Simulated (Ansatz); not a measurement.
# Na2TiF6: a single-point run

Aim: the field gradients at the nuclei of Na2TiF6, from a sound single-point run.

Method: Kohn-Sham DFT, with the functional, basis and potentials that each input names (as first typed), in Ansatz 0.2.0.

## Step 1: Starting point

Symmetry: P-3m1, No. 164, trigonal system. The conventional cell has a = 9.427 Å, b = 9.427 Å, c = 4.548 Å, α = 90.00°, β = 90.00°, γ = 120.00°. Na (site symmetry 2) is surrounded by 6 F at 2.25 to 2.29 Å. Ti (site symmetry 3m) is surrounded by 6 F at 1.88 to 1.89 Å. Ti (site symmetry -3m) is surrounded by 6 F at 1.88 Å. Around F (site symmetry m) lie 1 Ti at 1.89 Å and 2 Na at 2.25 Å. F (site symmetry m) has 1 Ti at 1.88 Å and 2 Na at 2.29 Å as nearest neighbours. Around F (site symmetry m) lie 1 Ti at 1.88 Å and 2 Na at 2.25 Å.

Structure file:

```
Na Ti F
1.0
     9.42691    0.00000    0.00000
    -4.71345    8.16394    0.00000
     0.00000    0.00000    4.54789
Na Ti F
6 3 18
Cartesian
  1.6134 2.7944 0.0000
  -3.1001 5.3695 0.0000
  6.2002 0.0000 0.0000
  3.1001 5.3695 0.0000
  -1.6134 2.7944 0.0000
  3.2267 0.0000 0.0000
  4.7135 2.7213 2.2603
  0.0000 5.4426 2.2876
  0.0000 0.0000 0.0000
  3.3692 3.4974 3.3311
  4.7135 1.1691 3.3311
  6.0577 3.4974 3.3311
  -1.3443 4.6665 1.2168
  0.0000 6.9949 1.2168
  1.3443 4.6665 1.2168
  6.0534 1.9477 1.1952
  4.7135 4.2685 1.1952
  3.3735 1.9477 1.1952
  -3.3407 7.3714 1.0072
  0.0000 1.5851 1.0072
  3.3407 7.3714 1.0072
  1.3727 0.7925 3.5407
  4.7135 6.5789 3.5407
  8.0542 0.7925 3.5407
  -1.3399 6.2162 3.3527
  0.0000 3.8954 3.3527
  1.3399 6.2162 3.3527
```

## Step 2: Input and run

Input file input.yaml:

```yaml
crystal:
  lattice:
    - [9.4269064002, 0.0, 0.0]
    - [-4.7134532001, 8.1639404217, 0.0]
    - [0.0, 0.0, 4.54788918]
  atoms:
    - { symbol: Na, position: [0.34228736, 0.34228736, 0.0] }
    - { symbol: Na, position: [0.0, 0.65771264, 0.0] }
    - { symbol: Na, position: [0.65771264, 0.0, 0.0] }
    - { symbol: Na, position: [0.65771264, 0.65771264, 0.0] }
    - { symbol: Na, position: [0.0, 0.34228736, 0.0] }
    - { symbol: Na, position: [0.34228736, 0.0, 0.0] }
    - { symbol: Ti, position: [0.6666666667, 0.3333333333, 0.49699846] }
    - { symbol: Ti, position: [0.3333333333, 0.6666666667, 0.50300154] }
    - { symbol: Ti, position: [0.0, 0.0, 0.0] }
    - { symbol: F, position: [0.57160027, 0.42839973, 0.73245599] }
    - { symbol: F, position: [0.57160027, 0.14320054, 0.73245599] }
    - { symbol: F, position: [0.85679946, 0.42839973, 0.73245599] }
    - { symbol: F, position: [0.14320054, 0.57160027, 0.26754401] }
    - { symbol: F, position: [0.42839973, 0.85679946, 0.26754401] }
    - { symbol: F, position: [0.42839973, 0.57160027, 0.26754401] }
    - { symbol: F, position: [0.76142464, 0.23857536, 0.26280259] }
    - { symbol: F, position: [0.76142464, 0.52284928, 0.26280259] }
    - { symbol: F, position: [0.47715072, 0.23857536, 0.26280259] }
    - { symbol: F, position: [0.09707845, 0.90292155, 0.22145555] }
    - { symbol: F, position: [0.09707845, 0.1941569, 0.22145555] }
    - { symbol: F, position: [0.8058431, 0.90292155, 0.22145555] }
    - { symbol: F, position: [0.1941569, 0.09707845, 0.77854445] }
    - { symbol: F, position: [0.90292155, 0.8058431, 0.77854445] }
    - { symbol: F, position: [0.90292155, 0.09707845, 0.77854445] }
    - { symbol: F, position: [0.23857536, 0.76142464, 0.73719741] }
    - { symbol: F, position: [0.23857536, 0.47715072, 0.73719741] }
    - { symbol: F, position: [0.52284928, 0.76142464, 0.73719741] }
kpoints:
  mp_grid: { grid: [3, 3, 5] }
scf:
  occupations: { method: fermi_dirac, width: 0.02 }
  max_iter: 100
hamiltonian:
  xc: pbe
  pseudopotentials: { kind: paw }
  hubbard: { sites: [{ species: Ti, l: d, u_eff: 20.0 }] }
output:
  forces: true
  stress: true
  populations: true
  efg:
    quadrupole_moments_barn: { Na: 0.104, Ti: 0.247 }
    contact_densities: true
```

Command:

```bash
$ ansatz run input.yaml --threads 1 --pin off --max-ram 2560MiB --backend cpu --events-out ev --progress --plain --runs-dir out
```

**Question.** How will this run end, and is anything wrong with its input?

The run converged and reported no error. Convergence says nothing about whether the input makes sense.

In the input, hamiltonian.hubbard.sites is [{species: Ti, l: d, u_eff: 20.0}]. The Hubbard parameter is far from any physical value.

To check: delete hamiltonian.hubbard.sites.
